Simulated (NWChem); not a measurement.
# SnH3F (SnFH3) at 3 levels

Wanted: a comparison of 3 runs (HF/STO-3G, PBE0/def2-SVP, CCSD/3-21G) of SnH3F (SnFH3). 

The results are computed with NWChem 7.3.0.

## 1. The structure to begin with

The species is SnH3F (5 atoms), meant as a singlet with charge 0. As SMILES, `[H][Sn]([H])([H])[F]`. Geometry: a GFN2-xTB relaxation, a rough one for these elements and not checked as a minimum.

Bond lengths: Sn1–F2 1.924 Å, Sn1–H3 1.664 Å, Sn1–H4 1.662 Å, Sn1–H5 1.663 Å. Angles: F2–Sn1–H3 102.5°, F2–Sn1–H4 102.8°, F2–Sn1–H5 102.6°, H3–Sn1–H4 115.3°, H3–Sn1–H5 115.3°, H4–Sn1–H5 115.5°.

## 2. Energy and gradient at HF/STO-3G (run 1)

Input file fh3sn.xyz:

```xyz
5
FH3Sn hf
Sn    -0.002590     0.002420    -0.166930
F      0.011740    -0.019270     1.757340
H      1.619230     0.010970    -0.538180
H     -0.817750     1.408460    -0.512480
H     -0.810630    -1.402580    -0.539750
```

Input file run.py:

```python
from ase.io import read
from ase.calculators.nwchem import NWChem

system = read('fh3sn.xyz')

calc = NWChem(
    label='fh3sn',
    theory='scf',
    memory='2200 mb',
    basis='STO-3G',
    basispar='spherical bse',
    scf={'nopen': '0', 'rhf': None, 'thresh': '1e-08', 'maxiter': '80'},
)
system.calc = calc

forces = system.get_forces()
print(f"energy = {system.get_potential_energy():.6f} eV")
print("forces (eV/A):")
for s, f in zip(system.symbols, forces):
    print(f"{s:2s} {f[0]:10.5f} {f[1]:10.5f} {f[2]:10.5f}")
print("dipole (e A):", system.get_dipole_moment().round(4))
```

Started as:

```sh
$ export ASE_NWCHEM_COMMAND="nwchem PREFIX.nwi > PREFIX.nwo"
$ python run.py
```

What it wrote:

```text
energy = -164984.645320 eV
forces (eV/A):
Sn    0.04736   -0.03939    1.25331
F    -0.01193    0.01013   -0.46475
H    -0.76305   -0.00026   -0.26076
H     0.35893   -0.62807   -0.26966
H     0.36870    0.65753   -0.25819
dipole (e A): [-0.0053  0.0055 -0.4231]
```

The calculator wrote fh3sn.nwi:

```
title "fh3sn"

permanent_dir fh3sn

scratch_dir fh3sn

start fh3sn

geometry units angstrom nocenter noautosym noautoz
  Sn -2.5899999999999999e-03 2.4199999999999998e-03 -1.6693000000000000e-01
  F  1.1740000000000000e-02 -1.9269999999999999e-02 1.7573399999999999e+00
  H  1.6192299999999999e+00 1.0970000000000001e-02 -5.3817999999999999e-01
  H  -8.1774999999999998e-01 1.4084600000000000e+00 -5.1248000000000005e-01
  H  -8.1062999999999996e-01 -1.4025799999999999e+00 -5.3974999999999995e-01
end

memory 2200 mb

basis spherical bse noprint
   * library STO-3G
end

scf
  nopen 0
  rhf
  thresh 1e-08
  maxiter 80
end

task scf gradient
```

fh3sn.nwo:

```text
Northwest Computational Chemistry Package (NWChem) 7.3.0
             --------------------------------------------------------

           Job information
           ---------------

    nwchem branch   = 7.3.0
    use scalapack   = T
    input           = fh3sn.nwi
    prefix          = fh3sn.
    data base       = fh3sn/fh3sn.db
    status          = startup
    nproc           =        1

           Memory information
           ------------------

[... 5 lines left out ...]
    hardfail = no
[... 126 lines left out ...]
         Quadratically convergent ROHF
[... 14 lines left out ...]
       Final RHF  results
[... 4 lines left out ...]
      Two-electron energy =   2500.841047119789
[... 44 lines left out ...]
                       ROHF Final Molecular Orbital Analysis
[... 180 lines left out ...]
                 ----------------------------------------
                 |  Time  |  1-e(secs)   |  2-e(secs)   |
                 ----------------------------------------
                 |  CPU   |       0.00   |       0.90   |
                 ----------------------------------------
                 |  WALL  |       0.00   |       0.90   |
                 ----------------------------------------

 Task  times  cpu:        3.6s     wall:        3.6s
 Total times  cpu:        3.7s     wall:        3.7s
```

It took 5.1 s on 1 thread of Intel Xeon Platinum 8375C at 2.90GHz (Ice Lake), shared host; peak memory 0.1 GiB.

## 3. Energy and forces at PBE0/def2-SVP (core potential) (run 2)

Input file fh3sn.nw:

```
start fh3sn
title "SnFH3"
memory total 2200 mb

geometry units atomic noautosym nocenter noautoz
  Sn  -0.00489439   0.00457314  -0.31545198
  F    0.02218538  -0.03641502   3.32089131
  H    3.05990123   0.02073030  -1.01701281
  H   -1.54532354   2.66160366  -0.96844684
  H   -1.53186869  -2.65049207  -1.01997968
end

basis spherical bse
  * library def2-SVP
end

ecp bse
  Sn library def2-SVP
end

dft
  xc pbe0
  grid xfine
  convergence energy 1e-08
  iterations 100
  mulliken
  noprint "final vectors analysis"
end

task dft gradient
```

Started as:

```sh
$ nwchem fh3sn.nw > fh3sn.out
```

What it wrote:

```text
[...]
          Wavefunction type:  closed shell.
          No. of atoms     :     5
          No. of electrons :    34
[...]
          Charge           :     0
          Spin multiplicity:     1
[...]
          AO basis - number of functions:    55
[...]
              XC Information
              --------------
                         PBE0 Method XC Functional
                     Hartree-Fock (Exact) Exchange  0.250
          PerdewBurkeErnzerhof Exchange Functional  0.750
            Perdew 1991 LDA Correlation Functional  1.000 local
           PerdewBurkeErnz. Correlation Functional  1.000 non-local
[...]
 d= 0,ls=0.0,diis     1   -315.6859493239 -3.97D+02  2.87D-02  5.19D-01     2.5
[...]
 d= 0,ls=0.0,diis     8   -315.7552033219 -1.64D-10  1.03D-07  2.46D-11    16.0
         Total DFT energy =     -315.755203321906
      One electron energy =     -679.493937419341
           Coulomb energy =      312.214647532637
    Exchange-Corr. energy =      -29.584100859918
 Nuclear repulsion energy =       81.108187424715
[...]
  wavefunction    = closed shell
                         DFT ENERGY GRADIENTS
    atom               coordinates                        gradient
                 x          y          z           x          y          z
   1 Sn     -0.004894   0.004573  -0.315452   -0.000658   0.000537  -0.004864
   2 F       0.022185  -0.036415   3.320891    0.000036   0.000066  -0.012480
   3 H       3.059901   0.020730  -1.017013   -0.012237  -0.000088   0.005857
   4 H      -1.545324   2.661604  -0.968447    0.006591  -0.011243   0.005643
   5 H      -1.531869  -2.650492  -1.019980    0.006268   0.010728   0.005844
[...]
```

It took 23 s on 1 thread of Intel Xeon Platinum 8375C at 2.90GHz (Ice Lake), shared host; peak memory 0.13 GiB.

## 4. The energy at CCSD/3-21G (run 3)

Input file nw.nw:

```
start nw
title "FH3Sn energy"
memory 2200 mb
geometry units angstrom noautosym nocenter noautoz
  Sn      -0.002590       0.002420      -0.166930
  F        0.011740      -0.019270       1.757340
  H        1.619230       0.010970      -0.538180
  H       -0.817750       1.408460      -0.512480
  H       -0.810630      -1.402580      -0.539750
end
basis spherical bse
  * library 3-21G
end
scf
  thresh 1e-08
  maxiter 80
  print low
end
ccsd
  freeze core 19
  maxiter 60
end
task ccsd
```

Started as:

```sh
$ nwchem nw.nw > nw.out
```

What it wrote:

```text
[...]
  functions       =    46
[...]
  wavefunction    = RHF
[...]
         Total SCF energy =  -6096.913564010463
      One-electron energy =  -8767.106428986717
      Two-electron energy =   2493.058481175630
 Nuclear repulsion energy =    177.134383800624
        Time for solution =      2.7s
[...]
 Total MP2 energy:          -6097.087204445592761
[...]
             energy      energy      error      ampl     ampl      Block
                                                time     time      time
[...]
 Total CCSD energy:          -6097.103734153080040
[...]
```

Wall time 16 s (1 thread of Intel Xeon Platinum 8375C at 2.90GHz (Ice Lake), shared host); peak memory 0.12 GiB.

## 5. The series

```csv
run,level,iteration cap,module,energy (Eh),dipole moment (D),largest force (eV/Å),wall time
1,HF/STO-3G,80,scf,-6063.073934,2.03,1.255,5.1 s
2,PBE0/def2-SVP (core potential),100,dft,-315.755203,2.94,0.730,23 s
3,CCSD/3-21G,80,ccsd,-6097.103734,–,–,16 s
```

## 6. Outcome

| quantity | value |
| --- | --- |
| run 3: total energy | -6097.10373 Eh |
| run 3: correlation energy (19 core orbitals frozen) | -190.2 mEh |

Some runs of one species differ in core potentials or relativity; totals across that change don't compare. In run 1 the basis is minimal, so the values are rough. In runs 1, 3 relativity is left out where basis or elements ask for it. All runs together took 44 s, the longest 23 s.
